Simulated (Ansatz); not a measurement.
# Bi2Te3 (Tellurobismuthite) (R-3m) in Ansatz: notebook

Runs on Bi2Te3 (Tellurobismuthite). Level: PBEsol. Tasks: single point.

All numbers are computed with Ansatz 0.2.0; they aren't measurements. Logs are shortened: lines on timing, memory, paths and dates and some standing lists are left out, and cuts for length are marked.

## (1) The crystal as given

The structure is trigonal, space group R-3m (No. 166). The conventional cell has a = 4.386 Å, b = 4.386 Å, c = 30.497 Å, α = 90.00°, β = 90.00°, γ = 120.00°. Bi (site symmetry 3m) is surrounded by 6 Te at 3.07 to 3.25 Å. Te (site symmetry 3m) is surrounded by 3 Bi at 3.07 Å. Te (site symmetry -3m) is surrounded by 6 Bi at 3.25 Å.

## (2) Single point, PBEsol, 31.84 Å³/atom (volume scaled by 0.94)

input.yaml reads:

```yaml
crystal:
  lattice:
    - [2.1482323364, 1.2402825177, 9.9581458525]
    - [-2.1482323364, 1.2402825177, 9.9581458525]
    - [0.0, -2.4805650355, 9.9581458525]
  atoms:
    - { symbol: Bi, position: [0.6, 0.6, 0.6] }
    - { symbol: Bi, position: [0.4, 0.4, 0.4] }
    - { symbol: Te, position: [0.7905, 0.7905, 0.7905] }
    - { symbol: Te, position: [0.2095, 0.2095, 0.2095] }
    - { symbol: Te, position: [0.0, 0.0, 0.0] }
kpoints:
  mp_grid: { grid: [7, 7, 7] }
scf:
  occupations: { method: fermi_dirac, width: 0.05 }
hamiltonian:
  xc: pbesol
  pseudopotentials: { kind: all_electron, lapw: { basis_error: 0.001 } }
output:
  forces: true
  stress: true
  eigenvalues: true
```

Potentials or basis: all-electron LAPW, scalar-relativistic.

Started as:

```console
$ ansatz run input.yaml --threads 4 --pin off --max-ram 12288MiB --backend cpu --events-out ev --progress --plain --runs-dir out
```

The program printed:

```text
Warning: RAYON_NUM_THREADS=4 ignored (pool sized by the plan → 4); use --threads N
LAPW: plane waves up to 7.501 Å⁻¹, error target 1.0e-3 eV per atom; small_component_spin mean_spin; Te in spheres of 1.480 Å, 24 of its electrons in bands, Dirac shells []; Bi in spheres of 1.532 Å, 37 of its electrons in bands, Dirac shells [] (how accurate: hamiltonian.pseudopotentials.lapw.basis_error, Limitations)
Engine: ansatz 0.2.0, x86_64-unknown-linux-gnu
Pseudopotentials: kind: all_electron
Pseudopotential: Bi, LAPW, valence charge 37, lapw/all_electron/scalar/gaussian/Bi, Koelling and Harmon's equation, gaussian nucleus
Pseudopotential: Te, LAPW, valence charge 24, lapw/all_electron/scalar/gaussian/Te, Koelling and Harmon's equation, gaussian nucleus
Functional definition: PBEsol
  exchange = pbesol_x
  correlation = pbesol_c
Crystal: 5 atoms, lattice volume = 159.196 Å³
Basis set: ecut = 214.3472335731117 eV, 1109 PW (Γ), FFT grids on a1−a3, a2−a3, a3, exchange–correlation at level 2
Bands: 88, of which v1, the nominal top of the filled ones, is band 73 counted from 1 (72 counted from 0)
Symmetry: 12 space group operations
Space group: R-3m (ITA 166), of the structure as read, at distance tolerance 5.4e-5 Å
k-points: 44 of 343
Non-local potential: Bi, projectors of the file, none
Non-local potential: Te, projectors of the file, none
Initial density: superposition of atomic densities (chi_scale 0.1, normalization cell, long waves kept (reshape's long-wave potential 0.13 eV rms))
Initial wavefunctions: plane waves of lowest kinetic energy (no species holds an atomic orbital)
Functional: x = pbesol(κ = 0.804, μ = 0.12345679012345678), c = pbesol(β = 0.046)
iter 1 solved again at ethr=6.24e-4 eV; its pass at ethr=1.00e-1 eV (dr2=9.11e-1 eV) is discarded
SCF iter   1: F=—  HF=-1725522.034409 eV  |F-HF|=—  |Δ(HF+E_count)|=         —  Δρ=1.54e-2  dr2=9.11e-1  ethr=6.24e-4  ⟨swp⟩=2.5  Hψ=23937  notcnv=0
preconditioner: auto → Resta (q_TF=auto, 2.689 Å⁻¹)  ε∞=3.0  [insulator: Δε(μ)=0.353 eV  Ē_g=10.991 eV  σ=0.050 eV  W_gap=0.94  n_scr=44 (ndim 8)  ℏωp=15.6 eV  f_vac=0.083  D(μ)=0.01/eV (n_scr^D=0)  ε∞_Penn≈3.0]
SCF iter   2: F=—  HF=-1725521.829791 eV  |F-HF|=—  |Δ(HF+E_count)|=   2.05e-1  Δρ=7.17e-3  dr2=2.04e-1  ethr=6.24e-4  ⟨swp⟩=2.6  Hψ=12057  notcnv=0
SCF iter   3: F=—  HF=-1725521.814307 eV  |F-HF|=—  |Δ(HF+E_count)|=   1.55e-2  Δρ=4.56e-3  dr2=1.01e-1  ethr=1.40e-4  ⟨swp⟩=2.1  Hψ=11869  notcnv=0  defer=1
SCF iter   4: F=—  HF=-1725521.805201 eV  |F-HF|=—  |Δ(HF+E_count)|=   9.11e-3  Δρ=1.95e-3  dr2=1.44e-2  ethr=6.94e-5  ⟨swp⟩=2.0  Hψ=11021  notcnv=0
iter 5 solved again at ethr=2.32e-7 eV; its pass at ethr=9.90e-6 eV (dr2=3.38e-4 eV) is discarded
SCF iter   5: F=—  HF=-1725521.805231 eV  |F-HF|=—  |Δ(HF+E_count)|=         —  Δρ=4.04e-4  dr2=3.39e-4  ethr=2.32e-7  ⟨swp⟩=2.0  Hψ=19246  notcnv=0
the basis was enlarged: its passes take 186.2 KiB over the memory plan, 4 of 4 planned eigensolver slots
SCF iter   6: F=—  HF=-1725521.805095 eV  |F-HF|=—  |Δ(HF+E_count)|=   1.37e-4  Δρ=1.14e-4  dr2=2.77e-5  ethr=2.32e-7  ⟨swp⟩=2.0  Hψ=11363  notcnv=0
SCF iter   7: F=—  HF=-1725521.805108 eV  |F-HF|=—  |Δ(HF+E_count)|=   1.31e-5  Δρ=4.52e-5  dr2=5.03e-6  ethr=1.90e-8  ⟨swp⟩=2.9  Hψ=11488  notcnv=0
SCF iter   8: F=—  HF=-1725521.805110 eV  |F-HF|=—  |Δ(HF+E_count)|=   2.68e-6  Δρ=1.60e-5  dr2=6.34e-7  ethr=3.44e-9  ⟨swp⟩=3.0  Hψ=11587  notcnv=0
SCF iter   9: F=-1725521.805111 eV  HF=-1725521.805111 eV  |F-HF|=5.36e-9  |Δ(HF+E_count)|=   5.13e-7  Δρ=4.26e-6  dr2=5.67e-8  ethr=4.35e-10  ⟨swp⟩=3.0  Hψ=11781  notcnv=0
SCF 1 converged in 9 iterations: F = -1725521.805111 eV  dr2 = 5.67e-8
SCF converged after 9 iterations
Free energy (F): -1725521.805111 eV
Harris-Foulkes:  -1725521.805111 eV  (|F-HF|=5.36e-9)
Internal energy: -1725521.804823 eV  (E = F + TS)
E sigma→0 (E₀):  -1725521.804967 eV
Entropy (-TS):   -0.000288 eV (-0.058 meV/atom)
Fermi energy:    13.210662 eV
--- Per-component energies (eV) ---
  E_band       = -8622.414407
  E_kinetic    = 1941059.183837
  E_xc         = -35436.460723
  E_electrostatic = -3631144.527937  (all electrons and nuclei)
  E_smearing   = -0.000288  (= −TS)
  E_closure    = 0.000000  (closes the sum)
  E_atoms      = -1725501.662195  (free atoms, spherical and without spin; not in F)
  Σ components = -1725521.805111   (vs F -1725521.805111, Δ=0.00e0)
  Basis errors (estimates in eV, not in F): energy 3.9e-4 per atom: plane waves 3.6e-4 (2.0e-4 summed), levels above the bands 7.2e-65, relativity 9.3e-9, radial functions 3.0e-5, core shells 3.8e-8; eigenvalues (radial functions only) 8.7e-7; not estimated: angular momenta, meshes, grids; target (lapw.basis_error) 1.0e-3; muffin-tin radii Te 1.480 Å, Bi 1.532 Å
--- Forces (eV/Å), atoms counted from 1 ---
  atom   1  Bi    -0.00000000    -0.00000000     0.11931716
  atom   2  Bi     0.00000000     0.00000000    -0.11931716
  atom   3  Te     0.00000000    -0.00000000     0.29590349
  atom   4  Te    -0.00000000     0.00000000    -0.29590349
  atom   5  Te     0.00000000     0.00000000     0.00000000
  max |Σ_I F_I| component: 5.55e-17 eV/Å
--- Stress (GPa, compression-positive) ---
        3.065770       0.000000       0.000000
        0.000000       3.065770       0.000000
        0.000000       0.000000       2.998176
  P = ⅓ Tr σ = 3.0432 GPa (30.432 kbar)
--- Band table (eV; the first three rows and the last of 44) ---
  k-point 0: bands = ["-146.1697", "-146.1697", "-146.0140", "-140.5261", "-140.5261", "-135.6707", "-135.6707", "-135.6688", "-135.6688", "-135.6688", "-135.6688", "-135.6667", "-135.6667", "-135.6662", "-135.6662", "-135.6662", "-135.6662", "-135.6657", "-135.6657", "-96.2756", "-96.2755", "-96.2725", "-96.2725", "-96.2725", "-96.2725", "-96.1375", "-96.1091", "-96.1091", "-78.7360", "-78.7360", "-78.7360", "-78.7360", "-78.7353", "-78.7353", "-23.7262", "-23.7262", "-23.7178", "-23.7159", "-23.7159", "-23.7152", "-23.7148", "-23.7148", "-23.7127", "-23.7127", "-23.5813", "-23.5776", "-23.5776", "-23.5488", "-23.5488", "-10.1523", "-10.1523", "-10.1496", "-10.1496", "-10.1359", "-10.1342", "-10.1313", "-10.1313", "-10.1293", "-10.1293", "-0.7835", "0.0220", "1.2746", "4.0944", "4.6037", "10.6091", "10.8769", "11.1624", "11.1624", "11.2030", "11.2030", "12.0968", "12.0968", "13.1107", "13.3077", "13.6348", "13.6348", "15.0059", "15.2270", "15.2270", "17.6981", "18.2478", "18.8994", "18.8994", "19.2782", "19.2782", "19.6135", "20.2515", "20.2515"]
  k-point 1: bands = ["-146.1697", "-146.1697", "-146.0140", "-140.5261", "-140.5261", "-135.6707", "-135.6707", "-135.6688", "-135.6688", "-135.6688", "-135.6688", "-135.6667", "-135.6667", "-135.6662", "-135.6662", "-135.6662", "-135.6662", "-135.6657", "-135.6657", "-96.2756", "-96.2755", "-96.2725", "-96.2725", "-96.2725", "-96.2725", "-96.1375", "-96.1091", "-96.1091", "-78.7360", "-78.7360", "-78.7360", "-78.7360", "-78.7353", "-78.7353", "-23.7261", "-23.7259", "-23.7175", "-23.7167", "-23.7155", "-23.7155", "-23.7148", "-23.7142", "-23.7127", "-23.7126", "-23.5811", "-23.5777", "-23.5777", "-23.5488", "-23.5485", "-10.1551", "-10.1521", "-10.1502", "-10.1475", "-10.1345", "-10.1329", "-10.1317", "-10.1305", "-10.1300", "-10.1284", "-0.5894", "0.1881", "1.4200", "3.9216", "4.4533", "9.6340", "9.7724", "10.5128", "10.5238", "11.2529", "11.6375", "11.8269", "12.0321", "12.3836", "14.3196", "14.3860", "14.4654", "15.0091", "15.0910", "15.7933", "17.1347", "17.8245", "18.9671", "19.0482", "19.6086", "19.8564", "20.1105", "20.7211", "21.1251"]
  k-point 2: bands = ["-146.1697", "-146.1697", "-146.0140", "-140.5261", "-140.5261", "-135.6707", "-135.6707", "-135.6688", "-135.6688", "-135.6688", "-135.6688", "-135.6667", "-135.6667", "-135.6662", "-135.6662", "-135.6662", "-135.6662", "-135.6657", "-135.6657", "-96.2755", "-96.2755", "-96.2725", "-96.2725", "-96.2725", "-96.2725", "-96.1375", "-96.1091", "-96.1091", "-78.7360", "-78.7360", "-78.7360", "-78.7360", "-78.7353", "-78.7353", "-23.7260", "-23.7251", "-23.7184", "-23.7168", "-23.7153", "-23.7149", "-23.7144", "-23.7138", "-23.7126", "-23.7124", "-23.5808", "-23.5780", "-23.5777", "-23.5487", "-23.5478", "-10.1620", "-10.1583", "-10.1472", "-10.1440", "-10.1364", "-10.1336", "-10.1284", "-10.1268", "-10.1258", "-10.1252", "-0.0207", "0.6412", "1.8043", "3.2551", "3.9915", "8.4145", "9.0747", "9.4057", "9.9442", "10.4353", "10.6241", "11.9096", "12.0052", "12.4004", "14.0048", "14.4212", "14.6588", "15.7281", "15.9985", "16.4603", "17.3758", "18.4190", "18.7421", "19.9027", "20.2382", "20.4338", "21.1805", "21.3414", "22.2114"]
  k-point 43: bands = ["-146.1697", "-146.1697", "-146.0140", "-140.5261", "-140.5261", "-135.6707", "-135.6707", "-135.6688", "-135.6688", "-135.6688", "-135.6688", "-135.6667", "-135.6667", "-135.6662", "-135.6662", "-135.6662", "-135.6662", "-135.6657", "-135.6657", "-96.2756", "-96.2755", "-96.2725", "-96.2725", "-96.2725", "-96.2725", "-96.1375", "-96.1091", "-96.1091", "-78.7360", "-78.7360", "-78.7360", "-78.7360", "-78.7353", "-78.7353", "-23.7261", "-23.7259", "-23.7175", "-23.7167", "-23.7155", "-23.7155", "-23.7148", "-23.7142", "-23.7127", "-23.7126", "-23.5811", "-23.5777", "-23.5777", "-23.5488", "-23.5485", "-10.1551", "-10.1521", "-10.1501", "-10.1475", "-10.1344", "-10.1329", "-10.1317", "-10.1305", "-10.1300", "-10.1284", "-0.4346", "-0.1453", "1.9360", "3.0987", "4.9807", "9.5023", "10.0405", "10.6620", "10.6714", "10.8705", "11.1009", "11.8671", "12.2154", "12.8678", "13.6574", "13.9643", "14.7128", "15.3358", "15.4623", "15.8318", "17.4576", "18.0707", "18.3235", "18.9900", "19.0135", "19.9637", "20.3906", "20.7385", "21.0170"]
```

It took 24 s on 4 threads of Intel Xeon Platinum 8259CL at 2.50GHz (Skylake/Cascade Lake), shared host; peak memory 1 GiB.

Results:

| Item | Value |
| --- | --- |
| Free energy | -1725521.8051 eV |
| Pressure | 3.0 GPa |
| Largest force | 0.296 eV/Å |
| Band gap on the k mesh | 0.20 eV, direct |

Caveat: spin-orbit coupling is left out, which as a rule narrows the gap of such compounds by several tenths of an eV; an odd mesh through Γ misses points on the zone boundary, where band edges often lie.

## (3) Single point, PBEsol, 32.52 Å³/atom (volume scaled by 0.96)

Changes to input.yaml since step 2:

```diff
@@ -2,5 +2,5 @@
   lattice:
-    - [2.1482323364, 1.2402825177, 9.9581458525]
-    - [-2.1482323364, 1.2402825177, 9.9581458525]
-    - [0.0, -2.4805650355, 9.9581458525]
+    - [2.1633612316, 1.2490171894, 10.0282759508]
+    - [-2.1633612316, 1.2490171894, 10.0282759508]
+    - [0.0, -2.4980343789, 10.0282759508]
   atoms:
```

Potentials or basis: all-electron LAPW, scalar-relativistic.

Started as:

```console
$ ansatz run input.yaml --threads 4 --pin off --max-ram 12288MiB --backend cpu --events-out ev --progress --plain --runs-dir out
```

Wall time 24 s (4 threads of Intel Xeon Platinum 8259CL at 2.50GHz (Skylake/Cascade Lake), shared host); peak memory 1 GiB.

It converged, with:

| Quantity | Value |
| --- | --- |
| Free energy | -1725521.8549 eV |
| Pressure | 1.7 GPa |
| Largest force | 0.150 eV/Å |
| Band gap on the k mesh | 0.21 eV, direct |

Caveat: spin-orbit coupling is left out, which as a rule narrows the gap of such compounds by several tenths of an eV; an odd mesh through Γ misses points on the zone boundary, where band edges often lie.

## (4) Single point, PBEsol, 33.19 Å³/atom (volume scaled by 0.98)

Changes to input.yaml since step 3:

```diff
@@ -2,5 +2,5 @@
   lattice:
-    - [2.1633612316, 1.2490171894, 10.0282759508]
-    - [-2.1633612316, 1.2490171894, 10.0282759508]
-    - [0.0, -2.4980343789, 10.0282759508]
+    - [2.1782814357, 1.2576313732, 10.0974386602]
+    - [-2.1782814357, 1.2576313732, 10.0974386602]
+    - [0.0, -2.5152627466, 10.0974386602]
   atoms:
```

Started as:

```console
$ ansatz run input.yaml --threads 4 --pin off --max-ram 12288MiB --backend cpu --events-out ev --progress --plain --runs-dir out
```

It took 24 s on 4 threads of Intel Xeon Platinum 8259CL at 2.50GHz (Skylake/Cascade Lake), shared host; peak memory 1 GiB.

Results (log left out):

* Free energy: -1725521.8778 eV
* Pressure: 0.5 GPa
* Largest force: 0.014 eV/Å
* Band gap on the k mesh: 0.23 eV, direct

Caveat: spin-orbit coupling is left out, which as a rule narrows the gap of such compounds by several tenths of an eV; an odd mesh through Γ misses points on the zone boundary, where band edges often lie.

## (5) Single point, PBEsol, 33.87 Å³/atom

Changes to input.yaml since step 4:

```diff
@@ -2,5 +2,5 @@
   lattice:
-    - [2.1782814357, 1.2576313732, 10.0974386602]
-    - [-2.1782814357, 1.2576313732, 10.0974386602]
-    - [0.0, -2.5152627466, 10.0974386602]
+    - [2.193, 1.2661291403, 10.1656666667]
+    - [-2.193, 1.2661291403, 10.1656666667]
+    - [0.0, -2.5322582807, 10.1656666667]
   atoms:
```

Started as:

```console
$ ansatz run input.yaml --threads 4 --pin off --max-ram 12288MiB --backend cpu --events-out ev --progress --plain --runs-dir out
```

Wall time 24 s (4 threads of Intel Xeon Platinum 8259CL at 2.50GHz (Skylake/Cascade Lake), shared host); peak memory 1 GiB.

Results (log left out):

* Free energy: -1725521.8766 eV
* Pressure: -0.6 GPa
* Largest force: 0.112 eV/Å
* Band gap on the k mesh: 0.24 eV, direct

Caveat: spin-orbit coupling is left out, which as a rule narrows the gap of such compounds by several tenths of an eV; an odd mesh through Γ misses points on the zone boundary, where band edges often lie.

## (6) Single point, PBEsol, 34.55 Å³/atom (volume scaled by 1.02)

Changes to input.yaml since step 5:

```diff
@@ -2,5 +2,5 @@
   lattice:
-    - [2.193, 1.2661291403, 10.1656666667]
-    - [-2.193, 1.2661291403, 10.1656666667]
-    - [0.0, -2.5322582807, 10.1656666667]
+    - [2.2075236021, 1.2745143459, 10.2329909245]
+    - [-2.2075236021, 1.2745143459, 10.2329909245]
+    - [0.0, -2.5490286918, 10.2329909245]
   atoms:
```

Potentials or basis: all-electron LAPW, scalar-relativistic.

Started as:

```console
$ ansatz run input.yaml --threads 4 --pin off --max-ram 12288MiB --backend cpu --events-out ev --progress --plain --runs-dir out
```

Wall time 24 s (4 threads of Intel Xeon Platinum 8259CL at 2.50GHz (Skylake/Cascade Lake), shared host); peak memory 1 GiB.

Results (log left out):

```yaml
Free_energy: -1725521.8540 eV
Pressure: -1.5 GPa
Largest_force: 0.230 eV/Å
Band_gap_on_the_k_mesh: 0.25 eV, direct
```

Caveat: spin-orbit coupling is left out, which as a rule narrows the gap of such compounds by several tenths of an eV; an odd mesh through Γ misses points on the zone boundary, where band edges often lie.

## (7) Single point, PBEsol, 35.23 Å³/atom (volume scaled by 1.04)

Changes to input.yaml since step 6:

```diff
@@ -2,5 +2,5 @@
   lattice:
-    - [2.2075236021, 1.2745143459, 10.2329909245]
-    - [-2.2075236021, 1.2745143459, 10.2329909245]
-    - [0.0, -2.5490286918, 10.2329909245]
+    - [2.2218585726, 1.2827906449, 10.2994407795]
+    - [-2.2218585726, 1.2827906449, 10.2994407795]
+    - [0.0, -2.56558129, 10.2994407795]
   atoms:
```

Started as:

```console
$ ansatz run input.yaml --threads 4 --pin off --max-ram 12288MiB --backend cpu --events-out ev --progress --plain --runs-dir out
```

Run time: 24 s. Hardware: 4 threads of Intel Xeon Platinum 8259CL at 2.50GHz (Skylake/Cascade Lake), shared host; peak memory 1 GiB.

Results (log left out):

- Free energy: -1725521.8122 eV
- Pressure: -2.4 GPa
- Largest force: 0.340 eV/Å
- Band gap on the k mesh: 0.26 eV, direct

Caveat: spin-orbit coupling is left out, which as a rule narrows the gap of such compounds by several tenths of an eV; an odd mesh through Γ misses points on the zone boundary, where band edges often lie.

## (8) Single point, PBEsol, 35.90 Å³/atom (volume scaled by 1.06)

Changes to input.yaml since step 7:

```diff
@@ -2,5 +2,5 @@
   lattice:
-    - [2.2218585726, 1.2827906449, 10.2994407795]
-    - [-2.2218585726, 1.2827906449, 10.2994407795]
-    - [0.0, -2.56558129, 10.2994407795]
+    - [2.2360109196, 1.2909615063, 10.3650440818]
+    - [-2.2360109196, 1.2909615063, 10.3650440818]
+    - [0.0, -2.5819230127, 10.3650440818]
   atoms:
```

Started as:

```console
$ ansatz run input.yaml --threads 4 --pin off --max-ram 12288MiB --backend cpu --events-out ev --progress --plain --runs-dir out
```

Run time: 24 s. Hardware: 4 threads of Intel Xeon Platinum 8259CL at 2.50GHz (Skylake/Cascade Lake), shared host; peak memory 1 GiB.

The run converged. Its results:

* Free energy: -1725521.7532 eV
* Pressure: -3.2 GPa
* Largest force: 0.441 eV/Å
* Band gap on the k mesh: 0.27 eV, direct

Caveat: spin-orbit coupling is left out, which as a rule narrows the gap of such compounds by several tenths of an eV; an odd mesh through Γ misses points on the zone boundary, where band edges often lie.
